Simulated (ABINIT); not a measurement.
Crystal: KBr.

```
Br K
1.0
     0.00000    3.30000    3.30000
     3.30000    0.00000    3.30000
     3.30000    3.30000    0.00000
Br K
1 1
Direct
  0.50000 0.50000 0.50000
  0.00000 0.00000 0.00000
```

```yaml
Program: ABINIT 10.8.3 (patched build)
Task: relaxation of cell and atoms
Functional: PBE
Potentials_or_basis: PseudoDojo NC SR PBE v0.4.1 standard
Cutoff: 1007 eV
k_mesh: 5 × 5 × 5
Occupations: fermi-dirac, width 0.05 eV
Spin: no spin polarisation
```

At the start: pressure 0.7 GPa; volume 35.94 Å³/atom.

**Question.** How do energy, volume and symmetry change on relaxing?

**Answer.** Over 4 steps the energy falls by 3.6 meV/atom and the volume is 37.65 Å³/atom (+4.8 %); space group Fm-3m (No. 225, to 0.05 Å).

The path:
| step | energy change (eV) | largest force (eV/Å) | pressure (GPa) | volume (Å³) |
| --- | --- | --- | --- | --- |
| 1 | 0.0000 | 0.0000 | 0.71 | 71.87 |
| 2 | -0.0007 | 0.0000 | 0.67 | 72.03 |
| 3 | -0.0072 | 0.0000 | 0.04 | 75.08 |
| 4 | -0.0073 | 0.0000 | 0.00 | 75.31 |

Final structure:
```cif
data_structure
_symmetry_space_group_name_H-M 'P 1'
_symmetry_Int_Tables_number 1
_cell_length_a 4.7401
_cell_length_b 4.7401
_cell_length_c 4.7401
_cell_angle_alpha 60.000
_cell_angle_beta 60.000
_cell_angle_gamma 60.000
_cell_volume 75.31
loop_
_atom_site_label
_atom_site_type_symbol
_atom_site_fract_x
_atom_site_fract_y
_atom_site_fract_z
_atom_site_occupancy
Br1 Br 0.50000 0.50000 0.50000 1
K1 K 0.00000 0.00000 0.00000 1
```
